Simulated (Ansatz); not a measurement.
**H4HfOS3: a spread of methods and bases**

How do the results and run time of H4HfOS3 respond when the settings are drawn wide?

Program: Ansatz 0.2.0, Gaussian basis. Level of theory: the settings change from run to run. These are calculated values, not measurements.

1 further run of the same task is left out (for a known fault of the program).

## (1) The geometry

The geometry comes from an earlier relaxation with PBE0-D4 in a triple-zeta def2 set; it is a stationary point, not always the lowest conformer. Hf takes a core potential in def2 sets; no spin-orbit term is included.

9 atoms, charge 0, spin multiplicity 1.

Atoms are counted from 1 here; the program's logs count them from 0.

Bond lengths: O1–Hf2 1.892 Å, O1–H6 0.953 Å, Hf2–S3 2.444 Å, Hf2–S4 2.437 Å, Hf2–S5 2.445 Å, S3–H7 1.348 Å, S4–H8 1.348 Å, S5–H9 1.349 Å. Angles: Hf2–O1–H6 163.7°, O1–Hf2–S3 107.9°, O1–Hf2–S4 108.5°, O1–Hf2–S5 114.1°, S3–Hf2–S4 113.1°, S3–Hf2–S5 107.9°, S4–Hf2–S5 105.4°, Hf2–S3–H7 90.0°, Hf2–S4–H8 90.7°, Hf2–S5–H9 91.3°.

## (2) BHLYP/def2-SVP

Options: atoms shaken by 0.08 Å, finite nuclei, D3(BJ) with three-body dispersion.

in.yaml reads:

```yaml
crystal:
  periodic: [false, false, false]
  atoms:
    - {symbol: O, position_ang: [-1.222977, 1.670886, -0.531618]}
    - {symbol: Hf, position_ang: [-0.313359, 0.146532, -0.143919]}
    - {symbol: S, position_ang: [-0.167295, 0.155514, 2.466449]}
    - {symbol: S, position_ang: [-1.509143, -1.760902, -1.063038]}
    - {symbol: S, position_ang: [1.900183, -0.152763, -1.088782]}
    - {symbol: H, position_ang: [-1.198258, 2.558433, -1.047923]}
    - {symbol: H, position_ang: [0.753138, -0.931731, 2.253222]}
    - {symbol: H, position_ang: [-0.926950, -2.582101, -0.168066]}
    - {symbol: H, position_ang: [2.479050, 0.860415, -0.253730]}
basis:
  gaussian: {orbitals: def2-SVP, nuclear_model: gaussian}
hamiltonian: {xc: {name: BHLYP}, dispersion: d3bjatm}
output: {forces: true}
```

Started as:

```console
ansatz run in.yaml --threads 4 --pin off --events-out ev --progress --plain --max-ram 10444MiB
```

Standard output (excerpt; [...] marks lines left out):

```text
Functional definition: BHLYP
  name "BHLYP"
  cite "Becke, J. Chem. Phys. 98, 1372 (1993) doi:10.1063/1.464304"
  cite "Becke, Phys. Rev. A 38, 3098 (1988) doi:10.1103/PhysRevA.38.3098"
  cite "Lee, Yang & Parr, Phys. Rev. B 37, 785 (1988) doi:10.1103/PhysRevB.37.785"
[...]
1137 factors; integrals over basis functions are off by at most 1.4e-3 eV
[...]
mean field -35914.25402692 eV, -1319.8244919335 hartree, gradient 6.6e-5 eV, S^2 0.000000; 0 other end points of the search recorded, 0 dependent functions left out
[...]
reference -35914.25426276 eV, -1319.8245006006 hartree; 36, 36 occupied and 84, 84 virtual orbitals, 1137 factors
Total energy: -35914.74140112 eV, -1319.8424026051 hartree
Atom 0 at    -1.222977     1.670886    -0.531618 Å, force    -1.081938     5.602599    -2.850069 eV/Å
Atom 1 at    -0.313359     0.146532    -0.143919 Å, force     1.090053    -2.707197     2.883631 eV/Å
Atom 2 at    -0.167295     0.155514     2.466449 Å, force     1.272483    -1.611293    -1.998064 eV/Å
Atom 3 at    -1.509143    -1.760902    -1.063038 Å, force    -0.174763    -0.084952    -0.016073 eV/Å
Atom 4 at     1.900183    -0.152763    -1.088782 Å, force     1.173975     1.445287     0.912720 eV/Å
Atom 5 at    -1.198258     2.558433    -1.047923 Å, force    -0.321900    -2.750890     1.741716 eV/Å
Atom 6 at     0.753138    -0.931731     2.253222 Å, force    -1.211278     1.445174     0.490046 eV/Å
Atom 7 at    -0.926950    -2.582101    -0.168066 Å, force     0.016647    -0.022627    -0.056322 eV/Å
Atom 8 at     2.479050     0.860415    -0.253730 Å, force    -0.763280    -1.316100    -1.107585 eV/Å
Dipole moment:     0.088469     0.507731    -0.252942 e Å
```

Run time: 2.7 s. Hardware: 4 threads of Arm Neoverse V1, shared host.

Largest force 6.378 eV/Å, dipole 2.76 D.

## (3) wPBEh/def2-SVP

This run has charge -1, multiplicity 2.

in.yaml reads:

```yaml
crystal:
  periodic: [false, false, false]
  atoms:
    - {symbol: O, position_ang: [-1.121915, 1.742929, -0.629025]}
    - {symbol: Hf, position_ang: [-0.263364, 0.125138, -0.153656]}
    - {symbol: S, position_ang: [-0.080133, 0.060520, 2.282844]}
    - {symbol: S, position_ang: [-1.552617, -1.730982, -1.066609]}
    - {symbol: S, position_ang: [1.984089, -0.123769, -1.083070]}
    - {symbol: H, position_ang: [-1.322422, 2.596988, -1.002030]}
    - {symbol: H, position_ang: [0.823013, -0.936307, 2.189246]}
    - {symbol: H, position_ang: [-0.920701, -2.595116, -0.247675]}
    - {symbol: H, position_ang: [2.454050, 0.860599, -0.290025]}
basis:
  gaussian: {orbitals: def2-SVP}
total_charge: -1
magnetization: {spin_polarized: true, initial_magnetization: 1}
hamiltonian: {xc: {name: wPBEh}}
```

Same command.

Standard output (excerpt; [...] marks lines left out):

```text
Functional definition: wPBEh
  name "wPBEh"
  cite "Heyd, Scuseria & Ernzerhof, J. Chem. Phys. 118, 8207 (2003) doi:10.1063/1.1564060"
  cite "Krukau, Vydrov, Izmaylov & Scuseria, J. Chem. Phys. 125, 224106 (2006) doi:10.1063/1.2404663"
  cite "Heyd & Scuseria, J. Chem. Phys. 120, 7274 (2004) doi:10.1063/1.1668634"
  cite "Ernzerhof & Perdew, J. Chem. Phys. 109, 3313 (1998) doi:10.1063/1.476928"
  cite "Perdew, Burke & Ernzerhof, Phys. Rev. Lett. 77, 3865 (1996) doi:10.1103/PhysRevLett.77.3865"
  parent pbe
[...]
1141 factors; integrals over basis functions are off by at most 1.2e-3 eV
106 factors; integrals over basis functions are off by at most 4.7e-7 eV
[...]
mean field -35906.59973820 eV, -1319.5432020113 hartree, gradient 2.2e-5 eV, S^2 0.752852; 10 other end points of the search recorded, 0 dependent functions left out
reference -35906.59981716 eV, -1319.5432049131 hartree; 37, 36 occupied and 83, 84 virtual orbitals, 1141 factors
Total energy: -35906.59981716 eV, -1319.5432049131 hartree
```

It took 16 s on 4 threads of Arm Neoverse V1, shared host; peak memory 0.65 GiB.

⟨S²⟩ 0.753.

## (4) wB97M-V/def2-TZVP

Options: finite nuclei.

Edit in.yaml of step 3 so:

```diff
@@ -13,5 +13,4 @@
 basis:
-  gaussian: {orbitals: def2-SVP}
-total_charge: -1
-magnetization: {spin_polarized: true, initial_magnetization: 1}
-hamiltonian: {xc: {name: wPBEh}}
+  gaussian: {orbitals: def2-TZVP, nuclear_model: gaussian}
+hamiltonian: {xc: {name: wB97M-V}}
+output: {forces: true}
```

The command is unchanged.

Standard output (excerpt; [...] marks lines left out):

```text
Functional definition: wB97M-V
  name "wB97M-V"
  cite "Mardirossian & Head-Gordon, J. Chem. Phys. 144, 214110 (2016) doi:10.1063/1.4952647"
  cite "Becke, J. Chem. Phys. 107, 8554 (1997) doi:10.1063/1.475007"
  cite "Vydrov & Van Voorhis, J. Chem. Phys. 133, 244103 (2010) doi:10.1063/1.3521275"
  # Of w^i u^j: cxij and so on, Table III.
[...]
  gx(w, u) = 1 - cx + cx01*u + cx10*w
  gss(w, u) = css00 + css04*u^4 + css10*w + css20*w^2 + css43*w^4*u^3
  gos(w, u) = cos00 + cos10*w + (cos20 + cos21*u)*w^2 + (cos60 + cos61*u)*w^6
[...]
      + integral(e_c_pw_mod_opposite_spin*gos(b97_w_opposite, b97_u_opposite)) + vv10(b, c)
1477 factors; their error is unknown
325 factors; integrals over basis functions are off by at most 1.0e-5 eV
[...]
Total energy: -35928.52035056 eV, -1320.3487696575 hartree
Atom 0 at    -1.121915     1.742929    -0.629025 Å, force    -0.026530     0.087283    -0.036273 eV/Å
Atom 1 at    -0.263364     0.125138    -0.153656 Å, force     0.029439    -0.107634     0.049081 eV/Å
Atom 2 at    -0.080133     0.060520     2.282844 Å, force     0.034360    -0.027815     0.077289 eV/Å
Atom 3 at    -1.552617    -1.730982    -1.066609 Å, force    -0.034092    -0.076573    -0.010295 eV/Å
Atom 4 at     1.984089    -0.123769    -1.083070 Å, force     0.103841     0.032100    -0.013305 eV/Å
Atom 5 at    -1.322422     2.596988    -1.002030 Å, force    -0.038019     0.061146    -0.016035 eV/Å
Atom 6 at     0.823013    -0.936307     2.189246 Å, force    -0.033492     0.035868    -0.003236 eV/Å
Atom 7 at    -0.920701    -2.595116    -0.247675 Å, force    -0.010150     0.032689    -0.022323 eV/Å
Atom 8 at     2.454050     0.860599    -0.290025 Å, force    -0.025357    -0.037064    -0.024902 eV/Å
Dipole moment:    -0.010288     0.412271    -0.035585 e Å
```

It took 16 s on 4 threads of Arm Neoverse V1, shared host; peak memory 0.89 GiB.

Largest force 0.122 eV/Å, dipole 1.99 D.

## (5) PBE/def2-mTZVP

Options: atoms shaken by 0.15 Å, D4 dispersion, the search for lower states set to light.

in.yaml reads:

```yaml
crystal:
  periodic: [false, false, false]
  atoms:
    - {symbol: O, position_ang: [-1.033179, 1.819951, -0.770347]}
    - {symbol: Hf, position_ang: [-0.081147, -0.013637, -0.150584]}
    - {symbol: S, position_ang: [0.087126, 0.201022, 2.190438]}
    - {symbol: S, position_ang: [-1.560024, -2.110325, -0.978980]}
    - {symbol: S, position_ang: [2.058333, -0.064971, -1.094493]}
    - {symbol: H, position_ang: [-1.182544, 2.436213, -0.932161]}
    - {symbol: H, position_ang: [0.825106, -0.753931, 2.515451]}
    - {symbol: H, position_ang: [-1.048901, -2.657823, -0.291045]}
    - {symbol: H, position_ang: [2.310801, 0.835731, -0.143459]}
basis:
  gaussian: {orbitals: def2-mTZVP}
hamiltonian: {xc: {name: PBE}, dispersion: d4}
scf: {lower_state_search: light}
output: {forces: true}
```

Launched as before.

Standard output (excerpt; [...] marks lines left out):

```text
Functional definition: PBE
  name "PBE"
  cite "Perdew, Burke & Ernzerhof, Phys. Rev. Lett. 77, 3865 (1996) doi:10.1103/PhysRevLett.77.3865"
  parent pbe
[...]
1334 factors; their error is unknown
[...]
mean field -35906.24440264 eV, -1319.5301436703 hartree, gradient 6.5e-5 eV, S^2 0.000000; 0 other end points of the search recorded, 0 dependent functions left out
[...]
reference -35906.24444502 eV, -1319.5301452280 hartree; 36, 36 occupied and 102, 102 virtual orbitals, 1334 factors
Total energy: -35906.49846509 eV, -1319.5394802932 hartree
Atom 0 at    -1.033179     1.819951    -0.770347 Å, force    13.655877   -54.057786    14.541354 eV/Å
Atom 1 at    -0.081147    -0.013637    -0.150584 Å, force    -4.308936     2.157388    -2.706373 eV/Å
Atom 2 at     0.087126     0.201022     2.190438 Å, force    -2.112257     2.935854     0.311000 eV/Å
Atom 3 at    -1.560024    -2.110325    -0.978980 Å, force    -9.865632    13.614992   -14.356612 eV/Å
Atom 4 at     2.058333    -0.064971    -1.094493 Å, force     1.000679    -0.888322    -1.042348 eV/Å
Atom 5 at    -1.182544     2.436213    -0.932161 Å, force   -12.054386    50.778177   -13.344812 eV/Å
Atom 6 at     0.825106    -0.753931     2.515451 Å, force     2.257445    -2.891723     0.867922 eV/Å
Atom 7 at    -1.048901    -2.657823    -0.291045 Å, force    11.040567   -12.393700    15.063211 eV/Å
Atom 8 at     2.310801     0.835731    -0.143459 Å, force     0.386643     0.745120     0.666657 eV/Å
Dipole moment:     0.450263     0.081848     0.353920 e Å
```

Run time: 1.9 s. Hardware: 4 threads of Arm Neoverse V1, shared host.

Largest force 57.621 eV/Å, dipole 2.78 D.

## (6) HF/def2-mTZVPP

Set apart from the defaults: atoms shaken by 0.15 Å, a grid of angular degree 23.

in.yaml reads:

```yaml
crystal:
  periodic: [false, false, false]
  atoms:
    - {symbol: O, position_ang: [-0.991157, 1.674273, -0.713044]}
    - {symbol: Hf, position_ang: [-0.130450, 0.229529, -0.375862]}
    - {symbol: S, position_ang: [-0.116204, 0.050224, 2.290000]}
    - {symbol: S, position_ang: [-1.486483, -1.721417, -0.949769]}
    - {symbol: S, position_ang: [1.811170, -0.322009, -1.273497]}
    - {symbol: H, position_ang: [-1.433923, 2.412129, -0.895087]}
    - {symbol: H, position_ang: [0.871957, -0.959695, 2.089215]}
    - {symbol: H, position_ang: [-0.806718, -2.824908, 0.036437]}
    - {symbol: H, position_ang: [2.839090, 0.576218, -0.292900]}
basis:
  gaussian: {orbitals: def2-mTZVPP, final_grid: {core_spheres: 8, valence_spheres: 7, degree: 23}}
hamiltonian: {xc: {name: HF}}
output: {forces: true}
```

Launched as before.

Standard output (excerpt; [...] marks lines left out):

```text
Functional definition: HF
  name "HF"
  cite "Fock, Z. Phys. 61, 126 (1930) doi:10.1007/BF01340294"
  parent pbe
[...]
1537 factors; integrals over basis functions are off by at most 1.0e-3 eV
[...]
mean field -35847.70652464 eV, -1317.3789163325 hartree, gradient 1.4e-5 eV, S^2 0.000000; 0 other end points of the search recorded, 0 dependent functions left out
[...]
reference -35847.70652464 eV, -1317.3789163325 hartree; 36, 36 occupied and 125, 125 virtual orbitals, 1537 factors
Total energy: -35847.70652464 eV, -1317.3789163325 hartree
Atom 0 at    -0.991157     1.674273    -0.713044 Å, force    -2.273296     4.191997    -1.378158 eV/Å
Atom 1 at    -0.130450     0.229529    -0.375862 Å, force    -0.815982    -6.800017     7.198207 eV/Å
Atom 2 at    -0.116204     0.050224     2.290000 Å, force     1.726783    -1.151332    -1.760494 eV/Å
Atom 3 at    -1.486483    -1.721417    -0.949769 Å, force     0.917098    -3.398143     1.823057 eV/Å
Atom 4 at     1.811170    -0.322009    -1.273497 Å, force     8.511086     0.944941    -0.353531 eV/Å
Atom 5 at    -1.433923     2.412129    -0.895087 Å, force    -2.264840     3.929620    -1.002674 eV/Å
Atom 6 at     0.871957    -0.959695     2.089215 Å, force    -1.377421     1.364320     0.536208 eV/Å
Atom 7 at    -0.806718    -2.824908     0.036437 Å, force    -1.601297     3.088866    -2.544426 eV/Å
Atom 8 at     2.839090     0.576218    -0.292900 Å, force    -2.822131    -2.170250    -2.518188 eV/Å
Dipole moment:     0.185248     0.677693    -0.427185 e Å
```

It took 2.2 s on 4 threads of Arm Neoverse V1, shared host.

Largest force 9.936 eV/Å, dipole 3.95 D.

## (7) r2SCAN/def2-TZVP

Options: a grid of angular degree 47, a point charge of 1.00 e beside it.

in.yaml reads:

```yaml
crystal:
  periodic: [false, false, false]
  atoms:
    - {symbol: O, position_ang: [-1.121915, 1.742929, -0.629025]}
    - {symbol: Hf, position_ang: [-0.263364, 0.125138, -0.153656]}
    - {symbol: S, position_ang: [-0.080133, 0.060520, 2.282844]}
    - {symbol: S, position_ang: [-1.552617, -1.730982, -1.066609]}
    - {symbol: S, position_ang: [1.984089, -0.123769, -1.083070]}
    - {symbol: H, position_ang: [-1.322422, 2.596988, -1.002030]}
    - {symbol: H, position_ang: [0.823013, -0.936307, 2.189246]}
    - {symbol: H, position_ang: [-0.920701, -2.595116, -0.247675]}
    - {symbol: H, position_ang: [2.454050, 0.860599, -0.290025]}
basis:
  gaussian: {orbitals: def2-TZVP, final_grid: {core_spheres: 20, valence_spheres: 16, degree: 47}, point_charges: [{charge: 1.00, position_ang: [5.333, 0.824, -0.132]}]}
hamiltonian: {xc: {name: r2SCAN}}
```

Same command.

Standard output:

```text
Functional definition: r2SCAN
  name "r2SCAN"
  cite "Furness, Kaplan, Ning, Perdew & Sun, J. Phys. Chem. Lett. 11, 8208 (2020) doi:10.1021/acs.jpclett.0c02405"
  cite "Furness, Kaplan, Ning, Perdew & Sun, J. Phys. Chem. Lett. 11, 9248 (2020) doi:10.1021/acs.jpclett.0c03077"
  parent r2scan
  parameter k0 = 0.174
  parameter k1 = 0.065
  parameter a1 = 4.9479
  exchange = r2scan_x(k0 = k0, k1 = k1, a1 = a1)
  correlation = r2scan_c
1455 factors; their error is unknown
mean field evaluation 1: about -35922.7676 eV, gradient 6.8e1 eV
mean field evaluation 2: about -35847.2219 eV, gradient 1.9e2 eV
mean field evaluation 4: about -35930.2643 eV, gradient 1.6e1 eV
mean field evaluation 8: about -35931.0197 eV, gradient 1.7e-1 eV
mean field evaluation 16: about -35930.9958 eV, gradient 3.9e-4 eV
mean field -35930.99580276 eV, -1320.4397408477 hartree, gradient 6.4e-5 eV, S^2 0.000000; 0 other end points of the search recorded, 0 dependent functions left out
reference -35930.99581527 eV, -1320.4397413076 hartree; 36, 36 occupied and 170, 170 virtual orbitals, 1455 factors
Total energy: -35930.99581527 eV, -1320.4397413076 hartree
```

Run time: 7.5 s. Hardware: 4 threads of Arm Neoverse V1, shared host.

## (8) PBE0-DH/def2-SVP

Set apart from the defaults: atoms shaken by 0.08 Å, relativity set to scalar.

in.yaml reads:

```yaml
crystal:
  periodic: [false, false, false]
  atoms:
    - {symbol: O, position_ang: [-1.048122, 1.621160, -0.639667]}
    - {symbol: Hf, position_ang: [-0.442426, 0.095284, -0.134940]}
    - {symbol: S, position_ang: [-0.053753, -0.013907, 2.231519]}
    - {symbol: S, position_ang: [-1.623327, -1.827917, -0.999672]}
    - {symbol: S, position_ang: [1.933774, -0.184990, -1.143073]}
    - {symbol: H, position_ang: [-1.406755, 2.550397, -1.055817]}
    - {symbol: H, position_ang: [0.820758, -0.884455, 2.186809]}
    - {symbol: H, position_ang: [-0.934453, -2.602817, -0.347421]}
    - {symbol: H, position_ang: [2.406073, 0.777534, -0.319575]}
basis:
  gaussian: {orbitals: def2-SVP}
hamiltonian: {xc: {name: PBE0-DH}, pseudopotentials: {relativity: scalar}}
```

Launched as before.

Standard output (excerpt; [...] marks lines left out):

```text
Functional definition: PBE0-DH
  name "PBE0-DH"
  cite "Brémond & Adamo, J. Chem. Phys. 135, 024106 (2011) doi:10.1063/1.3604569"
  cite "Perdew, Burke & Ernzerhof, Phys. Rev. Lett. 77, 3865 (1996) doi:10.1103/PhysRevLett.77.3865"
[...]
1142 factors; integrals over basis functions are off by at most 1.1e-3 eV
[...]
mean field -35976.43724646 eV, -1322.1096831022 hartree, gradient 1.0e-6 eV, S^2 0.000000; 0 other end points of the search recorded, 0 dependent functions left out
16 core orbitals not correlated: weight in the atoms' cores, before any rotation towards them, 1.000 or more for the frozen orbitals, at most 0.000 for the correlated occupied ones
reference -35976.43728540 eV, -1322.1096845334 hartree; 20, 20 occupied and 84, 84 virtual orbitals, 1142 factors
second order -27.83413102 eV of doubles, -0.00000000 eV of singles
Total energy: -35979.91655178 eV, -1322.2375452145 hartree
Relativity: scalar
```

Wall time 3.2 s (4 threads of Arm Neoverse V1, shared host).

## (9) The runs in one table

```csv
level,charge,multiplicity,geometry,functions,energy (eV),time
BHLYP/def2-SVP,0,1,shaken,120,-35914.741,2.7 s
wPBEh/def2-SVP,-1,2,relaxed,120,-35906.600,16 s
wB97M-V/def2-TZVP,0,1,relaxed,206,-35928.520,16 s
PBE/def2-mTZVP,0,1,shaken,138,-35906.498,1.9 s
HF/def2-mTZVPP,0,1,shaken,161,-35847.707,2.2 s
r2SCAN/def2-TZVP,0,1,"relaxed, point charge",206,-35930.996,7.5 s
PBE0-DH/def2-SVP,0,1,shaken,120,-35979.917,3.2 s
```

## (10) Outcome

```
quantity                  value
    runs                      7
quickest  PBE/def2-mTZVP, 1.9 s
 slowest   wPBEh/def2-SVP, 16 s
```

In words: The runs differ in state or geometry as well as level, so their energies can't be set against each other. Run time spans a factor of 8, from PBE/def2-mTZVP to wPBEh/def2-SVP. The jobs differ in tasks and options as well as level. At the PBE0-D4/def2-TZVP geometry and in the same state, runs without warnings or point charges leave forces up to 0.12 eV/Å (wB97M-V/def2-TZVP), against 57.6 eV/Å where the atoms were moved.
